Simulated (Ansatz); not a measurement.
# TiB2: the cost of one run

Program: Ansatz 0.2.0. Level of theory: DFT PBE, scalar-relativistic, plane waves, PAW. These are calculated values, not measurements.

4 further runs of the same task are left out: 1 that didn't finish, 3 set aside as unsound or not needed.

## (1) The starting structure

It takes space group P6/mmm (No. 191, hexagonal). The conventional cell has a = 3.032 Å, b = 3.032 Å, c = 3.224 Å, α = 90.00°, β = 90.00°, γ = 120.00°. Ti (site symmetry 6/mmm) has 12 B at 2.38 Å as nearest neighbours. B (site symmetry -6m2) has 3 B at 1.75 Å and 6 Ti at 2.38 Å as nearest neighbours.

Structure file:

```
Ti B
1.0
     3.03180    0.00000    0.00000
    -1.51590    2.62562    0.00000
     0.00000    0.00000    3.22423
Ti B
1 2
Direct
  0.00000 0.00000 0.00000
  0.33333 0.66667 0.50000
  0.66667 0.33333 0.50000
```

This cell was relaxed beforehand with the same method: volume 8.56 Å³/atom, gap on the mesh none (metal).

## (2) The reference: the undisturbed cell on the scan's mesh

The input, input.yaml:

```yaml
crystal:
  lattice:
    - [3.0318048529, 0.0, 0.0]
    - [-1.5159024265, 2.625620022, 0.0]
    - [0.0, 0.0, 3.2242295241]
  atoms:
    - { symbol: Ti, position: [0.0, 0.0, 0.0] }
    - { symbol: B, position: [0.3333333333, 0.6666666667, 0.5] }
    - { symbol: B, position: [0.6666666667, 0.3333333333, 0.5] }
basis:
  ecutwfc: 420
kpoints:
  mp_grid: { grid: [18, 18, 16] }
hamiltonian:
  xc: pbe
scf:
  occupations: { method: gaussian, width: 0.15 }
output:
  forces: true
  stress: true
  eigenvalues: true
  write_density: true
  write_potential: true
  elf: true
  volumetric_format: npy
```

Command:

```console
$ ansatz run input.yaml --threads 1 --pin off --max-ram 2560MiB --backend cpu --events-out ev --progress --plain --runs-dir out
```

What time and memory should one allow on 1 thread of Arm Neoverse N1, shared host?

About 14 s, with a peak of 0.39 GiB.
